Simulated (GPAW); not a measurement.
# CuI2 (P4/mmm) in GPAW: convergence with k mesh

Aim: find how far k mesh must go before the results for CuI2 settle, at LDA. This setting moves, with any that are tied to it; all else stays.

All numbers are computed with GPAW 26.7.0; they aren't measurements. Logs are shortened: lines on timing, memory, paths and dates and some standing lists are left out, and cuts for length are marked. The log counts tension as positive stress, the text compression.

## 1. The crystal as given

Symmetry: P4/mmm, No. 123, tetragonal system. The conventional cell has a = 5.200 Å, b = 5.200 Å, c = 4.544 Å, α = 90.00°, β = 90.00°, γ = 90.00°. Around I (site symmetry mmm) lie 2 Cu at 2.60 Å. Cu (site symmetry 4/mmm) is surrounded by 4 I at 2.60 Å.

The cell comes from a database or a generator and needn't be the stable form of this composition.

## 2. With k mesh 1 × 1 × 2

run.py reads:

```python
from ase.dft.bandgap import bandgap
from ase.io import read, write
from ase.units import GPa
from gpaw import GPAW, PW

atoms = read('POSCAR')

calc = GPAW(mode=PW(600),
            xc='LDA',
            kpts={'size': (1, 1, 2), 'gamma': True},
            occupations={'name': 'fermi-dirac', 'width': 0.05},
            nbands=25,
            convergence={'density': 1e-05, 'energy': 1e-05},
            maxiter=100,
            txt='gpaw.txt')
atoms.calc = calc
energy = atoms.get_potential_energy()
forces = atoms.get_forces()
stress = atoms.get_stress()
calc.write('gs.gpw')
write('result.traj', atoms)
print(f'Energy: {energy:.6f} eV')
print('Forces (eV/A):')
print(forces.round(4))
print('Stress (GPa):', (stress / GPa).round(3))
print('Fermi level:', round(calc.get_fermi_level(), 4), 'eV')
print(f'Gap: {bandgap(calc)[0]:.4f} eV, direct: {bandgap(calc, direct=True)[0]:.4f} eV')
```

POSCAR reads:

```
CuI2
1.0
    5.2003840000      0.0000000000      0.0000000000
    0.0000000000      5.2003840000      0.0000000000
    0.0000000000      0.0000000000      4.5441700000
I Cu
2 1
Direct
    0.5000000000      0.0000000000      0.0000000000
    0.0000000000      0.5000000000      0.0000000000
    0.0000000000      0.0000000000      0.0000000000
```

Potentials or basis: the program's PAW data sets (release 1.2.1) made for this functional, pw.

Command:

```console
$ OMP_NUM_THREADS=1 python run.py
```

It took 7.3 s on 1 thread of Arm Neoverse V1, shared host; peak memory 0.16 GiB.

What came out:

| Item | Value |
| --- | --- |
| Free energy | -5.5478 eV |
| Pressure | 1.7 GPa |
| Band gap on the k mesh | none (metal or under the smearing width) |

## 3. With k mesh 2 × 2 × 2

Edit run.py of step 2 so:

```diff
@@ -9,3 +9,3 @@
             xc='LDA',
-            kpts={'size': (1, 1, 2), 'gamma': True},
+            kpts={'size': (2, 2, 2), 'gamma': True},
             occupations={'name': 'fermi-dirac', 'width': 0.05},
```

POSCAR is that of step 2.

Potentials or basis: the program's PAW data sets (release 1.2.1) made for this functional, pw.

Command:

```console
$ OMP_NUM_THREADS=1 python run.py
```

Run time: 16 s. Hardware: 1 thread of Arm Neoverse V1, shared host; peak memory 0.18 GiB.

What came out:

| Item | Value |
| --- | --- |
| Free energy | -8.3033 eV |
| Pressure | -2.2 GPa |
| Band gap on the k mesh | none (metal or under the smearing width) |

## 4. With k mesh 2 × 2 × 3

Edit run.py of step 3 so:

```diff
@@ -9,3 +9,3 @@
             xc='LDA',
-            kpts={'size': (2, 2, 2), 'gamma': True},
+            kpts={'size': (2, 2, 3), 'gamma': True},
             occupations={'name': 'fermi-dirac', 'width': 0.05},
```

POSCAR is that of step 3.

Command:

```console
$ OMP_NUM_THREADS=1 python run.py
```

Wall time 16 s (1 thread of Arm Neoverse V1, shared host); peak memory 0.17 GiB.

What came out:

| Quantity | Value |
| --- | --- |
| Free energy | -8.3979 eV |
| Pressure | -2.6 GPa |
| Band gap on the k mesh | none (metal or under the smearing width) |

## 5. With k mesh 3 × 3 × 3

Edit run.py of step 4 so:

```diff
@@ -9,3 +9,3 @@
             xc='LDA',
-            kpts={'size': (2, 2, 3), 'gamma': True},
+            kpts={'size': (3, 3, 3), 'gamma': True},
             occupations={'name': 'fermi-dirac', 'width': 0.05},
```

POSCAR is that of step 4.

Command:

```console
$ OMP_NUM_THREADS=1 python run.py
```

It took 13 s on 1 thread of Arm Neoverse V1, shared host; peak memory 0.17 GiB.

The run converged. Its results:

| Property | Result |
| --- | --- |
| Free energy | -8.0624 eV |
| Pressure | -2.0 GPa |
| Band gap on the k mesh | none (metal or under the smearing width) |

## 6. With k mesh 3 × 3 × 4

Edit run.py of step 5 so:

```diff
@@ -9,3 +9,3 @@
             xc='LDA',
-            kpts={'size': (3, 3, 3), 'gamma': True},
+            kpts={'size': (3, 3, 4), 'gamma': True},
             occupations={'name': 'fermi-dirac', 'width': 0.05},
```

POSCAR is that of step 5.

Potentials or basis: the program's PAW data sets (release 1.2.1) made for this functional, pw.

Command:

```console
$ OMP_NUM_THREADS=1 python run.py
```

It took 18 s on 1 thread of Arm Neoverse V1, shared host; peak memory 0.18 GiB.

It converged, with:

```
Free energy            : -8.0696 eV
Pressure               : -2.0 GPa
Band gap on the k mesh : none (metal or under the smearing width)
```

## 7. With k mesh 4 × 4 × 5

Edit run.py of step 6 so:

```diff
@@ -9,3 +9,3 @@
             xc='LDA',
-            kpts={'size': (3, 3, 4), 'gamma': True},
+            kpts={'size': (4, 4, 5), 'gamma': True},
             occupations={'name': 'fermi-dirac', 'width': 0.05},
```

POSCAR is that of step 6.

Command:

```console
$ OMP_NUM_THREADS=1 python run.py
```

Wall time 33 s (1 thread of Arm Neoverse V1, shared host); peak memory 0.2 GiB.

The run converged. Its results:

* Free energy: -7.9402 eV
* Pressure: -1.7 GPa
* Band gap on the k mesh: none (metal or under the smearing width)

## 8. With k mesh 5 × 5 × 5

Edit run.py of step 7 so:

```diff
@@ -9,3 +9,3 @@
             xc='LDA',
-            kpts={'size': (4, 4, 5), 'gamma': True},
+            kpts={'size': (5, 5, 5), 'gamma': True},
             occupations={'name': 'fermi-dirac', 'width': 0.05},
```

POSCAR is that of step 7.

Command:

```console
$ OMP_NUM_THREADS=1 python run.py
```

It took 36 s on 1 thread of Arm Neoverse V1, shared host; peak memory 0.2 GiB.

Results (log left out):

| Property | Result |
| --- | --- |
| Free energy | -7.9652 eV |
| Pressure | -1.7 GPa |
| Band gap on the k mesh | none (metal or under the smearing width) |

## 9. With k mesh 6 × 6 × 7

Edit run.py of step 8 so:

```diff
@@ -9,3 +9,3 @@
             xc='LDA',
-            kpts={'size': (5, 5, 5), 'gamma': True},
+            kpts={'size': (6, 6, 7), 'gamma': True},
             occupations={'name': 'fermi-dirac', 'width': 0.05},
```

POSCAR is that of step 8.

Potentials or basis: the program's PAW data sets (release 1.2.1) made for this functional, pw.

Command:

```console
$ OMP_NUM_THREADS=1 python run.py
```

Run time: 71 s. Hardware: 1 thread of Arm Neoverse V1, shared host; peak memory 0.26 GiB.

It converged, with:

```
Free energy            : -7.9995 eV
Pressure               : -1.8 GPa
Band gap on the k mesh : none (metal or under the smearing width)
```

## 10. With k mesh 7 × 7 × 8

Edit run.py of step 9 so:

```diff
@@ -9,3 +9,3 @@
             xc='LDA',
-            kpts={'size': (6, 6, 7), 'gamma': True},
+            kpts={'size': (7, 7, 8), 'gamma': True},
             occupations={'name': 'fermi-dirac', 'width': 0.05},
```

POSCAR is that of step 9.

Potentials or basis: the program's PAW data sets (release 1.2.1) made for this functional, pw.

Command:

```console
$ OMP_NUM_THREADS=1 python run.py
```

gpaw.txt:

```text
__  _  _
 | _ |_)|_||  |
 |__||  | ||/\| - 26.7.0

Input parameters:
  mode=PW(ecut=600.0),
  convergence={'density': 1e-05, 'energy': 1e-05},
  kpts=MonkhorstPack(size=(7, 7, 8), gamma=True),
  maxiter=100,
  nbands=25,
  occupations=Occupations(name='fermi-dirac', width=0.05),
  xc=XC(name='LDA')

Diagonalizing LCAO Hamiltonian
Converting LCAO to pw mode
    .------------.
   /|            |
  / |            |
 *  |            |
 |  |            |
 |  |            |
 |  .------------.
 | /            /
 |/            /
 Cu----I------*

Atoms  # Å, Bohr magnetons
|   | symbol |        x |        y |        z |    initial magnetic moments |
|---|--------|----------|----------|----------|-----------------------------|
| 0 |      I | 2.600192 | 0.000000 | 0.000000 | ( 0.0000,  0.0000,  0.0000) |
| 1 |      I | 0.000000 | 2.600192 | 0.000000 | ( 0.0000,  0.0000,  0.0000) |
| 2 |     Cu | 0.000000 | 0.000000 | 0.000000 | ( 0.0000,  0.0000,  0.0000) |

Unit cell  # Å
| periodic |        x |        y |        z |  lengths |    angles |
|----------|----------|----------|----------|----------|-----------|
|      yes | 5.200384 | 0.000000 | 0.000000 | 5.200384 | 90.000000 |
|      yes | 0.000000 | 5.200384 | 0.000000 | 5.200384 | 90.000000 |
|      yes | 0.000000 | 0.000000 | 4.544170 | 4.544170 | 90.000000 |

Number of symmetries: 16
Symmetry operations  # r_c * U_cc + t_c -> r_c
|    | kind |            matrix            |
|----|------|------------------------------|
|  0 |  E   |  1, 0, 0,  0, 1, 0,  0, 0, 1 |
|  1 |  σ   |  1, 0, 0,  0, 1, 0,  0, 0,-1 |
|  2 |  σ   |  1, 0, 0,  0,-1, 0,  0, 0, 1 |
|  3 |  C2  |  1, 0, 0,  0,-1, 0,  0, 0,-1 |
|  4 |  σ   |  0, 1, 0,  1, 0, 0,  0, 0, 1 |
|  5 |  C2  |  0, 1, 0,  1, 0, 0,  0, 0,-1 |
|  6 |  C4  |  0, 1, 0, -1, 0, 0,  0, 0, 1 |
|  7 |  S4  |  0, 1, 0, -1, 0, 0,  0, 0,-1 |
|  8 |  C4  |  0,-1, 0,  1, 0, 0,  0, 0, 1 |
|  9 |  S4  |  0,-1, 0,  1, 0, 0,  0, 0,-1 |
| 10 |  σ   |  0,-1, 0, -1, 0, 0,  0, 0, 1 |
| 11 |  C2  |  0,-1, 0, -1, 0, 0,  0, 0,-1 |
| 12 |  σ   | -1, 0, 0,  0, 1, 0,  0, 0, 1 |
| 13 |  C2  | -1, 0, 0,  0, 1, 0,  0, 0,-1 |
| 14 |  C2  | -1, 0, 0,  0,-1, 0,  0, 0, 1 |
| 15 |  i   | -1, 0, 0,  0,-1, 0,  0, 0,-1 |

BZ-sampling:
  Number of BZ points: 392
  Number of IBZ points: 50

  Monkhorst-Pack size: [7, 7, 8]
  Monkhorst-Pack shift: [0.0, 0.0, 0.0625]

K-points  # in reciprocal-cell coordinates
|     |                                coordinates |     weight |
|-----|--------------------------------------------|------------|
|   0 | (  0.00000000,   0.00000000,   0.00000000) | 0.00255102 |
|   1 | (  0.00000000,   0.00000000,   0.12500000) | 0.00510204 |
|   2 | (  0.00000000,   0.00000000,   0.25000000) | 0.00510204 |
|   3 | (  0.00000000,   0.00000000,   0.37500000) | 0.00510204 |
|   4 | (  0.00000000,   0.00000000,   0.50000000) | 0.00255102 |
|   5 | (  0.14285714,   0.00000000,   0.00000000) | 0.01020408 |
|   6 | (  0.14285714,   0.00000000,   0.12500000) | 0.02040816 |
|   7 | (  0.14285714,   0.00000000,   0.25000000) | 0.02040816 |
|   8 | (  0.14285714,   0.00000000,   0.37500000) | 0.02040816 |
|   9 | (  0.14285714,   0.00000000,   0.50000000) | 0.01020408 |
| ... |                                            |            |
|  49 | (  0.42857143,   0.42857143,   0.50000000) | 0.01020408 |

Plane wave coefficients: 4138
Cutoff: 600.0 eV

Spin-components: 1 (collinear spins)
Bands:           25
Projectors:      16
Spin-degeneracy: 2
Datatype:        complex128

Parallelization:
  kpt:    1
  domain: 1
  band:   1

Density:
  Valence electrons: 25.0
  Components: 1
  Grid points: [30 30 27]
  Charge: 0.0  # |e|

Potential:
  Grid points: [30 30 27]

species:
  I:
    name:    Iodine
    Z:       53.0
    valence: 7
    core:    46
    charge:  0.0  # [|e|]
    compensation charges:
      type: gauss
      rc: 0.37  # [Å]
      lmax: 2
    cutoffs:
      filter: 2.06  # [Å]
      core: 2.90  # [Å]
    projectors
    | kind |    occ | energy [eV] | rcut [Å] |
    |------|--------|-------------|----------|
    |   5s |  2.000 |     -17.626 |    1.164 |
    |   5p |  5.000 |      -7.241 |    1.164 |
    |    s |        |       9.585 |    1.164 |
    |    p |        |      19.970 |    1.164 |
    |    d |        |       0.000 |    1.164 |

    Using partial waves for I as LCAO basis

  Cu:
    name:    Copper
    Z:       29.0
    valence: 11
    core:    18
    charge:  0.0  # [|e|]
    compensation charges:
      type: gauss
      rc: 0.33  # [Å]
      lmax: 2
    cutoffs:
      filter: 2.06  # [Å]
      core: 2.43  # [Å]
    projectors
    | kind |    occ | energy [eV] | rcut [Å] |
    |------|--------|-------------|----------|
    |   4s |  1.000 |      -4.857 |    1.164 |
    |   4p |  0.000 |      -0.783 |    1.164 |
    |   3d | 10.000 |      -5.324 |    1.058 |
    |    s |        |      22.354 |    1.164 |
    |    p |        |      26.429 |    1.164 |
    |    d |        |      21.887 |    1.058 |

    Using partial waves for Cu as LCAO basis

Reference energy: -431718.067505  # eV

eigensolver:
  PPCG
  Converge bands: occupied
  niter=2

density mixing:
  MSR1-Mixer
  Pratt-step length: 0.05
  Maximum mixing coefficient: 0.75
  Old densities: 10
  SVD Regularization: 0.005
  Good broyden scale: 1.0
  Trust region scale: 1.0
  Backstep threshold: 4.0
  History deletion threshold: 6.0
  Fourier metric: weight=20.0, sigma=0.015

occupation numbers:
  Fermi-Dirac:
    width: 0.0500  # eV

poisson solver:
  ecut: 4800.0  # eV

xc functional:
  name: None

convergence criteria:
[... 6 lines left out ...]
|iter     | |      energy | eigst |  dens |
|---------|-|-------------|-------|-------|
|iter:   1| |   -9.181799 | -0.12 |       |
|iter:   2| |   -8.406513 | -1.62 | -1.11 |
|iter:   3| |   -8.048748 | -1.67 | -1.32 |
|iter:   4| |   -8.021171 | -2.80 | -1.64 |
|iter:   5| |   -7.999931 | -3.33 | -1.78 |
|iter:   6| |   -7.998087 | -4.13 | -2.32 |
|iter:   7| |   -7.997842 | -4.73 | -2.77 |
|iter:   8| |   -7.997804 | -5.49 | -3.24 |
|iter:   9| |   -7.997805c| -6.35 | -3.81 |
|iter:  10| |   -7.997805c| -7.67c| -4.69 |
|iter:  11| |   -7.997805c| -7.86c| -5.10c|

Converged in 11 steps
Energy contributions relative to reference atoms: (reference = -431718.067505)

Energy contributions:
  Kinetic:          -1.595420
  Coulomb:          -0.061291
  Zero:             -0.021420
  External:          0.000000
  Xc:               -6.309775
  Entropy:          -0.019800
  Spinorbit:         0.000000
  ----------------------------
  Free energy:      -8.007705
  Extrapolated:     -7.997805

dipole moment: (-36.782314, -36.782314, -54.519186)  # |e|*Ang

Fermi level: 0.918
Eigenvalues  # (at kpt = [0.000, 0.000, 0.000])
| band index |      eig [eV] | occ [0-2] |
|------------|---------------|-----------|
|          0 |       -11.839 |     2.000 |
|        ... |               |           |
|          5 |        -1.203 |     2.000 |
|          6 |        -1.061 |     2.000 |
|          7 |        -1.061 |     2.000 |
|          8 |        -0.974 |     2.000 |
|          9 |        -0.658 |     2.000 |
|         10 |         0.534 |     1.999 |
[... 8 lines left out ...]
|         19 |         9.974 |     0.000 |
|         20 |         9.974 |     0.000 |
|        ... |               |           |
|         24 |        14.050 |     0.000 |

No gap
No difference between direct/indirect transitions

Forces  # eV/Ang
|        x |        y |       z |
|----------|----------|---------|
|  0.00000 | -0.00000 | 0.00000 |  # I    0
| -0.00000 |  0.00000 | 0.00000 |  # I    1
|  0.00000 |  0.00000 | 0.00000 |  # Cu   2

Stress tensor  # eV/Ang^3
|        x |        y |        z |
|----------|----------|----------|
| 0.015673 | 0.000000 | 0.000000 |
| 0.000000 | 0.015673 | 0.000000 |
| 0.000000 | 0.000000 | 0.002976 |

# Writing to gs.gpw (mode='')
```

Wall time 91 s (1 thread of Arm Neoverse V1, shared host); peak memory 0.28 GiB.

What came out:

- Free energy: -8.0077 eV
- Pressure: -1.8 GPa
- Band gap on the k mesh: none (metal or under the smearing width)

## 11. Result

```tsv
k mesh	energy less the tightest run, at zero smearing (meV/atom)	pressure (GPa)	SCF cycles	CPU time (s)	peak memory (GiB)
1 × 1 × 2	835.63	1.65	15	7.3	0.16
2 × 2 × 2	-101.81	-2.21	14	16	0.18
2 × 2 × 3	-133.34	-2.61	14	16	0.17
3 × 3 × 3	-18.56	-1.96	11	13	0.17
3 × 3 × 4	-21.02	-2.01	11	18	0.18
4 × 4 × 5	22.91	-1.75	11	33	0.2
5 × 5 × 5	15.62	-1.72	12	36	0.2
6 × 6 × 7	3.00	-1.80	11	71	0.26
7 × 7 × 8	0.00	-1.83	11	91	0.28
```

Against the tightest run, the pressure stays within 0.1 GPa from 6 × 6 × 7 on. Not settled before the last step: the energy (to 1 meV/atom). Meshes of other sizes hit other points, so gaps and Fermi surfaces needn't settle smoothly. The tightest run that finished is the yardstick and may itself not be fully converged.

Caveats: with this Cu data set, volumes or pressures lay over 1.5 % or 2 GPa off other programs in two to four cells of ten; an odd number of electrons without spin polarisation forces a metal; a magnetic or distorted state may lie lower; the run has no spin polarisation, though such a crystal can be magnetic; semilocal functionals often make such compounds metallic where correlation or magnetic order opens a gap, which also shifts bond lengths.
